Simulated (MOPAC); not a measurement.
# MNDO run of C2H9NSSi (SMILES CN[SiH](C)S)

Aim: a structure relaxation of C2H9NSSi. 

The calculation is run with MOPAC 23.2.5.

1 further run of the same task is left out (it didn't finish).

### 1 Starting point

The species is C2H9NSSi (14 atoms), meant as a singlet with charge 0. SMILES: `CN[SiH](C)S`. All atoms were displaced at random from a relaxed shape. The run starts from this shape.

Bond lengths: C1–N2 1.452 Å, N2–Si3 1.729 Å, Si3–C4 1.864 Å, Si3–S5 2.151 Å, C1–H6 1.103 Å, C1–H7 1.069 Å, C1–H8 1.102 Å, N2–H9 0.996 Å, Si3–H10 1.497 Å, C4–H11 1.087 Å, C4–H12 1.084 Å, C4–H13 1.092 Å, S5–H14 1.339 Å. Some angles: C1–N2–Si3 125.9°, N2–Si3–C4 109.7°, N2–Si3–S5 102.7°, C4–Si3–S5 114.4°, C1–N2–H9 114.4°, Si3–N2–H9 116.4°, N2–C1–H6 112.5°, N2–C1–H7 112.0°, N2–C1–H8 109.7°, N2–Si3–H10 115.5°.

### 2 A structure relaxation at MNDO

Input file c2h9nssi.mop:

```
MNDO BONDS MULLIK CYCLES=300 DISP GNORM=0.02 SINGLET AUX(PRECISION=6) THREADS=1
optimise of C2H9NSSi
CN[SiH](C)S
C     -1.236530     1.174186     1.127198
N     -0.181884     1.199723     0.129544
Si     0.373409    -0.152941    -0.792558
C      0.374920    -1.680874     0.274285
S      2.325261     0.481810    -1.437224
H     -2.230565     1.381311     0.696217
H     -1.063085     1.879098     1.911792
H     -1.295321     0.171902     1.581153
H      0.001793     2.101013    -0.251757
H     -0.388095    -0.431698    -2.051443
H      0.816359    -2.493495    -0.297748
H      0.941576    -1.525198     1.185019
H     -0.647873    -1.974493     0.519444
H      2.217474    -0.087960    -2.644008
```

On the command line:

```sh
$ mopac c2h9nssi.mop
```

Q: Predict the results. Wanted: total energy at the end; dipole moment; HOMO energy; LUMO energy; HOMO–LUMO gap; heat of formation.

**Answer.** As computed:

Level: MNDO.

| quantity | value |
| --- | --- |
| total energy at the end | -33.40411 Eh |
| dipole moment | 2.90 D |
| HOMO energy | -9.76 eV |
| LUMO energy | 0.93 eV |
| HOMO–LUMO gap | 10.69 eV |
| heat of formation | -40.6 kcal/mol |

**Reading.** At the final geometry: Bond lengths: C1–N2 1.437 Å, N2–Si3 1.716 Å, Si3–C4 1.801 Å, Si3–S5 2.074 Å, C1–H6 1.119 Å, C1–H7 1.115 Å, C1–H8 1.115 Å, N2–H9 0.994 Å, Si3–H10 1.382 Å, C4–H11 1.107 Å, C4–H12 1.106 Å, C4–H13 1.107 Å, S5–H14 1.292 Å. Some angles: C1–N2–Si3 128.9°, N2–Si3–C4 113.4°, N2–Si3–S5 108.4°, C4–Si3–S5 108.5°, C1–N2–H9 112.6°, Si3–N2–H9 118.2°, N2–C1–H6 112.0°, N2–C1–H7 111.4°, N2–C1–H8 110.9°, N2–Si3–H10 107.1°. The optimisation stopped short of its gradient threshold. The optimisation took 224 steps and changed the energy by -0.503 eV. Mulliken charges run from -0.89 on N2 to +1.73 on Si3.
